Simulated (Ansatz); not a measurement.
**CH2ClNSe: basis-set convergence**

The task here is to estimate one member of a computed series from the others.

Program: Ansatz 0.2.0, Gaussian basis. Level of theory: one geometry, several basis sets. These are calculated values, not measurements.

The runs, in order: PBE0-D4/def2-SVP; ωB97M-V/def2-SVP; PBE0-D4/def2-QZVPP; ωB97M-V/def2-QZVPP; the functionals' def2-TZVPP values are taken from earlier runs.

## Structure used throughout

The geometry comes from an earlier relaxation with PBE0-D4 in a triple-zeta def2 set; it is a stationary point.

SMILES `NC(Cl)=[Se]`, 6 atoms, charge 0, spin multiplicity 1.

Atoms are counted from 1 here; the program's logs count them from 0.

Bond lengths: N1–C2 1.331 Å, N1–H5 1.006 Å, N1–H6 1.006 Å, C2–Cl3 1.738 Å, C2–Se4 1.777 Å. Angles: C2–N1–H5 121.6°, C2–N1–H6 118.3°, H5–N1–H6 120.1°, N1–C2–Cl3 111.3°, N1–C2–Se4 125.7°, Cl3–C2–Se4 123.1°.

The first run:

in.yaml

```yaml
crystal:
  periodic: [false, false, false]
  atoms:
    - {symbol: N, position_ang: [-0.535977, 0.516841, 0.164156]}
    - {symbol: C, position_ang: [0.388859, -0.379527, -0.171446]}
    - {symbol: Cl, position_ang: [1.079339, -1.129194, 1.235920]}
    - {symbol: Se, position_ang: [0.883729, -0.787439, -1.828741]}
    - {symbol: H, position_ang: [-0.767976, 0.699135, 1.126022]}
    - {symbol: H, position_ang: [-1.005773, 1.016183, -0.572210]}
basis:
  gaussian: {orbitals: def2-SVP}
hamiltonian: {xc: pbe0, dispersion: d4}
output: {orbitals: {seedname: orbitals}}
```

Steps of the session up to this table: PBE0-D4 in def2-SVP; ωB97M-V in def2-SVP; PBE0-D4 in def2-QZVPP; ωB97M-V in def2-QZVPP.

One of the session's tables, all rows but one given; the rest of the session is left out.

It belongs to the step «Functionals by basis». 

| functional | basis | HOMO (eV) |
| --- | --- | --- |
| PBE0-D4 | def2-SVP | -6.09 |
| PBE0-D4 | def2-TZVPP | -6.29 |
| PBE0-D4 | def2-QZVPP | -6.33 |
| ωB97M-V | def2-SVP | ? |
| ωB97M-V | def2-TZVPP | -8.40 |
| ωB97M-V | def2-QZVPP | -8.44 |

Estimate the missing values for ωB97M-V, def2-SVP.

As computed: HOMO (eV): -8.17. In the column «HOMO (eV)» it lies between ωB97M-V, def2-TZVPP (-8.40) and PBE0-D4, def2-QZVPP (-6.33).
